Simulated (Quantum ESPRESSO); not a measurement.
Input of a Quantum ESPRESSO 7.5 run:

Contents of pw.in:

```
&CONTROL
  calculation = 'scf'
  prefix = 'pwscf'
  outdir = './tmp'
  pseudo_dir = './pseudo'
  tprnfor = .true.
  tstress = .true.
  disk_io = 'nowf'
/
&SYSTEM
  ibrav = 0
  nat = 6
  ntyp = 2
  ecutwfc = 55
  ecutrho = 440
  nbnd = 25
  occupations = 'smearing'
  smearing = 'fd'
  degauss = 0.00367493
/
&ELECTRONS
  conv_thr = 1.2d-09
  electron_maxstep = 120
  mixing_beta = 0.5
/
ATOMIC_SPECIES
Si    28.0850 Si.pbe-n-rrkjus_psl.1.0.0.UPF
Te   127.6000 Te_pbe_v1.uspp.F.UPF
CELL_PARAMETERS angstrom
   6.5849184600    0.0000000000    0.0000000000
  -3.2924592300    5.7027066700    0.0000000000
   0.0000000000    0.0000000000    5.4919413400
ATOMIC_POSITIONS crystal
Si     0.0000000000    0.0000000000    0.0000000000
Te     0.3333333300    0.6666666700    0.0000000000
Te     0.6666666700    0.3333333300    0.0000000000
Te     0.5000000000    0.0000000000    0.5000000000
Te     0.5000000000    0.5000000000    0.5000000000
Te     0.0000000000    0.5000000000    0.5000000000
K_POINTS automatic
5 5 5 0 0 0
```

Potentials or basis: SSSP 1.3 efficiency PBE.

Launch:

```bash
$ OMP_NUM_THREADS=1 pw.x -in pw.in > pw.out
```

(1) Estimate the pressure.

(2) Predict the band gap on the k mesh.

Results:

(1) -2.9 GPa.

(2) none (metal or under the smearing width).
